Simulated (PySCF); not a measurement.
# A workflow on InN2H5 (SMILES [NH2][InH][NH2])

Wanted: the energy along one coordinate (B2PLYP/ccECP-cc-pVDZ), then the energy along one coordinate (CCSD(T)/STO-3G) of InN2H5. Input form: a Python script.

Program for the calculation: PySCF 2.14.0.

## (1) Starting point

InN2H5 has 8 atoms, charge 0, and is taken as a singlet. As SMILES, `[NH2][InH][NH2]`. Geometry: relaxed at PBE0-D4/def2-TZVP.

Bond lengths: N1–In2 2.018 Å, In2–N3 2.018 Å, N1–H4 1.008 Å, N1–H5 1.008 Å, In2–H6 1.703 Å, N3–H7 1.008 Å, N3–H8 1.008 Å. Angles: N1–In2–N3 112.7°, N1–In2–H6 123.6°, N3–In2–H6 123.6°, In2–N1–H4 119.3°, In2–N1–H5 119.7°, In2–N3–H7 119.7°, In2–N3–H8 119.3°, H4–N1–H5 109.6°, H7–N3–H8 109.6°.

## (2) An energy scan at B2PLYP/ccECP-cc-pVDZ (core potential) (run 1)

File calc.py:

```python
# [NH2][InH][NH2]
import numpy
from pyscf import gto, dft, mp
from scipy.spatial.transform import Rotation

mol = gto.M(
    atom=[
    ('N', (-0.969700, 0.858000, -1.127000)),
    ('In', (0.248000, 0.564800, 0.455500)),
    ('N', (0.742700, -1.375200, 0.709600)),
    ('H', (-1.482100, 0.076800, -1.506600)),
    ('H', (-1.538200, 1.689200, -1.171800)),
    ('H', (0.799000, 1.819200, 1.467500)),
    ('H', (1.570900, -1.614700, 1.231800)),
    ('H', (0.629500, -2.018100, -0.059000)),
],
    verbose=3,
    max_memory=1860,
    basis='ccecp-cc-pvdz',
    ecp='ccecp',
    spin=0,
)

x0 = mol.atom_coords(unit='angstrom')
axis = x0[1] - x0[2]
r0 = 158.429  # dihedral 7-3-2-1 of the start, degrees
axis /= numpy.linalg.norm(axis)
dm = None
scan, good = [], []
for r in [0, 30, 60, 90, 120, 150, 180]:
    xyz = x0.copy()
    xyz[[0, 1, 3, 4, 5]] = Rotation.from_rotvec(axis * numpy.radians(r - r0)).apply(x0[[0, 1, 3, 4, 5]] - x0[1]) + x0[1]
    mol.set_geom_(xyz, unit='angstrom')
    mf = dft.RKS(mol)
    mf.xc = '0.53*HF + 0.47*B88, 0.73*LYP'
    mf.kernel(dm0=dm)
    dm = mf.make_rdm1()
    pt = mp.MP2(mf).run()
    e_tot = mf.e_tot + 0.27 * pt.e_corr
    print('PT2 part  %.8f' % (0.27 * pt.e_corr))
    scan.append((r, e_tot))
    good.append(mf.converged)
    print('dihedral = %.1f deg   E = %.8f Eh   converged: %s' % (r, e_tot, good[-1]))

e0 = min(e for r, e in scan)
print('angle   E - Emin (kcal/mol)')
for r, e in scan:
    print('%6.3f %10.3f' % (r, (e - e0) * 627.5095))
```

Command:

```console
$ OMP_NUM_THREADS=1 python calc.py
```

The log of the run:

```text
converged SCF energy = -24.5280634197864
E(RMP2) = -25.0281440812864  E_corr = -0.500080661500056
E(SCS-RMP2) = -25.0278343506933  E_corr = -0.4997709309069
PT2 part  -0.13502178
dihedral = 0.0 deg   E = -24.66308520 Eh   converged: True
converged SCF energy = -24.5231670331331
E(RMP2) = -25.0222504570968  E_corr = -0.499083423963721
E(SCS-RMP2) = -25.021954986247  E_corr = -0.49878795311391
PT2 part  -0.13475252
dihedral = 30.0 deg   E = -24.65791956 Eh   converged: True
converged SCF energy = -24.5193069427034
E(RMP2) = -25.0175755265027  E_corr = -0.498268583799322
E(SCS-RMP2) = -25.0173454126348  E_corr = -0.49803846993144
PT2 part  -0.13453252
dihedral = 60.0 deg   E = -24.65383946 Eh   converged: True
converged SCF energy = -24.5208706602707
E(RMP2) = -25.0198887413374  E_corr = -0.499018081066712
E(SCS-RMP2) = -25.0196474401043  E_corr = -0.498776779833549
PT2 part  -0.13473488
dihedral = 90.0 deg   E = -24.65560554 Eh   converged: True
converged SCF energy = -24.5262306522332
E(RMP2) = -25.0265494208675  E_corr = -0.500318768634282
E(SCS-RMP2) = -25.0262590547945  E_corr = -0.500028402561317
PT2 part  -0.13508607
dihedral = 120.0 deg   E = -24.66131672 Eh   converged: True
converged SCF energy = -24.5300083009015
E(RMP2) = -25.0307174576127  E_corr = -0.500709156711237
E(SCS-RMP2) = -25.0304301235313  E_corr = -0.500421822629818
PT2 part  -0.13519147
dihedral = 150.0 deg   E = -24.66519977 Eh   converged: True
converged SCF energy = -24.5288191018914
E(RMP2) = -25.0290220536029  E_corr = -0.50020295171149
E(SCS-RMP2) = -25.0287676408549  E_corr = -0.49994853896351
PT2 part  -0.13505480
dihedral = 180.0 deg   E = -24.66387390 Eh   converged: True
angle   E - Emin (kcal/mol)
 0.000      1.327
30.000      4.568
60.000      7.129
90.000      6.020
120.000      2.437
150.000      0.000
180.000      0.832
```

Run time: 40 s. Hardware: 1 thread of Arm Neoverse V2, shared host; peak memory 0.34 GiB.

The scan, from its lowest point:

```csv
H7–N3–In2–N1 (°),energy (kJ/mol)
0.000,5.6
30.000,19.1
60.000,29.8
90.000,25.2
120.000,10.2
150.000,0.0
180.000,3.5
```

## (3) An energy scan at CCSD(T)/STO-3G (run 2)

File run.py:

```python
import numpy
from pyscf import gto, scf, cc
from scipy.spatial.transform import Rotation

molecule = gto.M(
    atom='''
N     -0.969700     0.858000    -1.127000
In     0.248000     0.564800     0.455500
N      0.742700    -1.375200     0.709600
H     -1.482100     0.076800    -1.506600
H     -1.538200     1.689200    -1.171800
H      0.799000     1.819200     1.467500
H      1.570900    -1.614700     1.231800
H      0.629500    -2.018100    -0.059000
''',
    charge=0,
    verbose=3,
    max_memory=1860,
    basis='sto-3g',
)

x0 = molecule.atom_coords(unit='angstrom')
axis = x0[1] - x0[2]
r0 = 158.429  # dihedral 7-3-2-1 of the start, degrees
axis /= numpy.linalg.norm(axis)

scan, good = [], []
for r in [0, 30, 60, 90, 120, 150, 180]:
    xyz = x0.copy()
    xyz[[0, 1, 3, 4, 5]] = Rotation.from_rotvec(axis * numpy.radians(r - r0)).apply(x0[[0, 1, 3, 4, 5]] - x0[1]) + x0[1]
    molecule.set_geom_(xyz, unit='angstrom')
    myscf = scf.RHF(molecule)
    myscf.kernel()
    mycc = cc.CCSD(myscf, frozen=20)
    mycc.kernel()
    e_t = mycc.ccsd_t()
    e_tot = mycc.e_tot + e_t
    scan.append((r, e_tot))
    good.append(myscf.converged and mycc.converged)
    print('dihedral = %.1f deg   E = %.8f Eh   converged: %s' % (r, e_tot, good[-1]))

e0 = min(e for r, e in scan)
print('angle   E - Emin (kcal/mol)')
for r, e in scan:
    print('%6.3f %10.3f' % (r, (e - e0) * 627.5095))
```

Command:

```console
$ OMP_NUM_THREADS=1 python run.py
```

The log of the run:

```text
converged SCF energy = -5793.27832144441
E(CCSD) = -5793.435883257322  E_corr = -0.1575618129126497
CCSD(T) correction = -0.0036547991160727
dihedral = 0.0 deg   E = -5793.43953806 Eh   converged: True
converged SCF energy = -5793.27249044306
E(CCSD) = -5793.428079287912  E_corr = -0.1555888448551411
CCSD(T) correction = -0.00341782975505801
dihedral = 30.0 deg   E = -5793.43149712 Eh   converged: True
converged SCF energy = -5793.26782102231
E(CCSD) = -5793.422038669662  E_corr = -0.1542176473484589
CCSD(T) correction = -0.00329805304189092
dihedral = 60.0 deg   E = -5793.42533672 Eh   converged: True
converged SCF energy = -5793.26955256778
E(CCSD) = -5793.425066328257  E_corr = -0.1555137604782673
CCSD(T) correction = -0.00339577418316448
dihedral = 90.0 deg   E = -5793.42846210 Eh   converged: True
converged SCF energy = -5793.27581554793
E(CCSD) = -5793.433611187946  E_corr = -0.1577956400201
CCSD(T) correction = -0.00362606727011021
dihedral = 120.0 deg   E = -5793.43723726 Eh   converged: True
converged SCF energy = -5793.28022050323
E(CCSD) = -5793.439009221112  E_corr = -0.158788717878404
CCSD(T) correction = -0.00376902991584349
dihedral = 150.0 deg   E = -5793.44277825 Eh   converged: True
converged SCF energy = -5793.27882340217
E(CCSD) = -5793.436902572544  E_corr = -0.1580791703709179
CCSD(T) correction = -0.00368014006988813
dihedral = 180.0 deg   E = -5793.44058271 Eh   converged: True
angle   E - Emin (kcal/mol)
 0.000      2.033
30.000      7.079
60.000     10.945
90.000      8.984
120.000      3.477
150.000      0.000
180.000      1.378
```

Wall time 4.2 s (1 thread of Arm Neoverse V2, shared host); peak memory 0.12 GiB.

The scan, from its lowest point:

```csv
H7–N3–In2–N1 (°),energy (kJ/mol)
0.000,8.5
30.000,29.6
60.000,45.8
90.000,37.6
120.000,14.5
150.000,0.0
180.000,5.8
```
